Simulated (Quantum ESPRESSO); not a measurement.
The system is AgRh.

```
Ag Rh
1.0
     2.77759    0.00000    0.00000
    -1.38879    2.40546    0.00000
     0.00000    0.00000    4.80860
Ag Rh
1 1
Direct
  0.00000 0.00000 0.50000
  0.66667 0.33333 0.00000
```

The cell comes from a database or a generator and needn't be the stable form of this composition.

* Program: Quantum ESPRESSO 7.5
* Task: single point
* Functional: PBEsol
* Potentials or basis: GBRV 1.5 PBEsol
* Cutoff: 762 eV
* Density cutoff: 6095 eV
* k mesh: 11 × 11 × 6
* Occupations: fermi-dirac, width 0.05 eV
* Spin: no spin polarisation

On this cell: pressure -10.6 GPa; largest force under 0.003 eV/Å; band gap on the k mesh none (metal or under the smearing width).

The same run follows on a disturbed copy (atoms moved at random, drawn with an rms of 0.05 Å):

```xyz
2
Lattice="2.7776 0.0000 0.0000 -1.3888 2.4055 0.0000 0.0000 0.0000 4.8086" Properties=species:S:1:pos:R:3 pbc="T T T"
Ag   -0.0691   -0.0115    2.4209
Rh    1.4279    0.7566   -0.0426
```

**Question.** What does the disturbed cell give?

**Answer.** The energy (extrapolated to zero smearing) moves by +8.6 meV/atom; pressure -10.2 GPa; largest force 0.394 eV/Å; band gap on the k mesh none (metal or under the smearing width).

Forces on the atoms (eV/Å):
```
Ag   0.105 -0.045 -0.377
Rh  -0.105  0.045  0.377
```

Stress tensor (GPa, compression positive):
```
-10.16  -0.53  -0.32
 -0.53 -10.51   0.13
 -0.32   0.13 -10.02
```
